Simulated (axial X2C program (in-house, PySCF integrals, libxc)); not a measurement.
**YbCN: Ω levels from open-shell CI on f13 s2**

Which Ω levels does YbCN have in the configuration f13 s2, and how far apart?

Computed with an in-house X2C program for linear molecules on PySCF integrals. Level: two-component X2C, average-of-configuration Hartree–Fock and CI in the open shells.

All values are calculated.

## Step 1: The job

task.json reads:

```json
{"zs": [70, 6, 7], "q": 0, "bas": ["dyall-v3z", "dyall-v3z", "dyall-av3z"], "r0": 2.3, "metal": 0, "shells": [[3, [0, 1, 2, 3], 13], [0, [0], 2]], "fix": 0, "emax": 2.2, "nroots": 4, "r2": 1.16}
```

Keys: zs atomic numbers; q charge; bas basis sets; r0 starting distance in Å; metal index of the metal atom; shells open shells as [l, |m| values, electrons]; fix electron count of the first shell held; emax energy window in eV; nroots roots for each Ω; r2 second bond in Å, held.

Run with:

```sh
$ python soci.py task.json out
```

Two-component X2C with atomic mean-field Coulomb and Gaunt terms, basis Yb dyall-v3z, C dyall-v3z, N dyall-av3z (cores contracted in-house). Orbitals come from Hartree–Fock averaged over the configuration Yb f13 s2; CI then distributes these electrons over the f, s shells of Yb.

## Step 2: CI at Yb–C–N held linear, bonds 2.365 and 1.160 Å (the second held)

Q: Predict the outcome of this session. Wanted: lowest level of the model; next level; lowest curve, Re and ωe.

The runs gave:

| quantity | value |
| --- | --- |
| lowest level of the model | Ω = 1/2, g∥ = 1.18, 100% f13 s2 |
| next level | Ω = 3/2, 342 cm⁻¹ higher |
| lowest curve, Re and ωe | 2.358 Å, 339.0 cm⁻¹ |

In the lowest level ⟨Sz⟩ = 0.09 and ⟨Lz⟩ = 0.41; its leading determinant has weight 1.00 among 3. The 4 lowest levels are the Ω components of the Hund's-rule level 2F7/2 of f13 (free-ion gJ = 1.143), split by the axial field over 1478 cm⁻¹. From 2.365 to 2.554 Å the gap from the lowest to the fifth level goes from 10091 to 10072 cm⁻¹. Without dynamic correlation distances can be off by several hundredths of an Å, and the wavenumbers are rough. There is no dynamic correlation: spin–orbit spacings and, for f shells, spacings inside one term are the most reliable numbers, splittings between terms come out too wide, and energies between configurations are not reliable, so the lowest level need not be the ground state of the molecule. At most 4 roots were kept for each Ω > 0 (twice that for Ω = 0) within 2.2 eV of the lowest, so higher up levels can be missing between those listed; levels with Ω > 0 are doubly degenerate and listed once, Ω = 0 levels singly. The molecule was held linear; bending was not examined.
